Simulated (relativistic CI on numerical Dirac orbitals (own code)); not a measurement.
**Ag: one ion under different settings**

Aim: see what numerical and physical settings do to the SCF, the total energy and the lowest levels of Ag.

The numbers are computed with relativistic CI on numerical Dirac orbitals (own code) version 3 (Dirac-Coulomb-Breit CI, KLI orbitals optimised for each configuration, model QED (radiative potential, 1s self-energy scaled to tabulated hydrogen-like ionisation energies), numerical settings as typed), except any that are marked as measured or tabulated.

## Step 1: The system

| Property | Result |
| --- | --- |
| ion | Ag (Ag I) |
| nuclear charge | 47 |
| electrons | 47 |
| isotope | A = 107 |

## Step 2: The usual input

Input settings:

```ini
atom Ag  Z=47  charge=0  electrons=47
nucleus A=107  rms_radius_fm=4.5454
hamiltonian dirac-coulomb  breit=on  qed=on  c_scale=1
orbitals kli  potential=per-configuration
slater_scale 1
correlation none
mixing on
grid step=0.0125 r_max=201.2
scf mixing=0.4 start=green max_iterations=150 tolerance=2e-08 node_fill=0.05
configurations
  [Kr] 4d10 5s
  [Kr] 4d10 5p
end
```

On the command line:

```bash
$ python run_levels.py task.json out
```

The settings of every run stand in task.json; they run in order.

## Step 3: Iteration limit 30

Settings: those of step 2 with these lines changed.

```diff
@@ -8,3 +8,3 @@
 grid step=0.0125 r_max=201.2
-scf mixing=0.4 start=green max_iterations=150 tolerance=2e-08 node_fill=0.05
+scf mixing=0.4 start=green max_iterations=30 tolerance=2e-08 node_fill=0.05
 configurations
```

## Step 4: QED terms off

Input settings:

```ini
atom Ag  Z=47  charge=0  electrons=47
nucleus A=107  rms_radius_fm=4.5454
hamiltonian dirac-coulomb  breit=on  qed=off  c_scale=1
orbitals kli  potential=per-configuration
slater_scale 1
correlation none
mixing on
grid step=0.0125 r_max=201.2
scf mixing=0.4 start=green max_iterations=150 tolerance=2e-08 node_fill=0.05
configurations
  [Kr] 4d10 5s
  [Kr] 4d10 5p
end
```

## Step 5: Node fill 0.2

Input settings:

```ini
atom Ag  Z=47  charge=0  electrons=47
nucleus A=107  rms_radius_fm=4.5454
hamiltonian dirac-coulomb  breit=on  qed=on  c_scale=1
orbitals kli  potential=per-configuration
slater_scale 1
correlation none
mixing on
grid step=0.0125 r_max=201.2
scf mixing=0.4 start=green max_iterations=150 tolerance=2e-08 node_fill=0.2
configurations
  [Kr] 4d10 5s
  [Kr] 4d10 5p
end
```

(Steps that only read results are left out.)

What does the calculation give? Wanted: lowest level, usual settings; total energy; first excitation.

**Answer**, as computed:

| setting | total energy less usual (Ha) | largest shift of a level among the lowest eight of both runs, same label and place (cm⁻¹) | SCF iterations | time | lowest level | kind of change |
| --- | --- | --- | --- | --- | --- | --- |
| usual | 0 | 0 | 24 | 0.14 s | 5s 2S1/2 | - |
| iteration limit 30 | 0 | 0 | 24 | 0.14 s | 5s 2S1/2 | numerical |
| QED terms off | -2.38 | 66.3 | 24 | 0.12 s | 5s 2S1/2 | model term |
| node fill 0.2 | 0.00734 | 99.2 | 24 | 0.14 s | 5s 2S1/2 | numerical |

| quantity | value |
| --- | --- |
| lowest level, usual settings | 5s 2S1/2 |
| total energy | -5308.6541 Ha |
| first excitation | 23695 cm⁻¹ |

In words: Among the runs whose levels can be followed, they move most under «node fill 0.2» (numerical), by up to 99.2 cm⁻¹. No visible change in the result comes from «iteration limit 30». Only the listed configurations are in the model. In a near-neutral ion this small CI can misplace whole configurations by 10,000 cm⁻¹ or more.
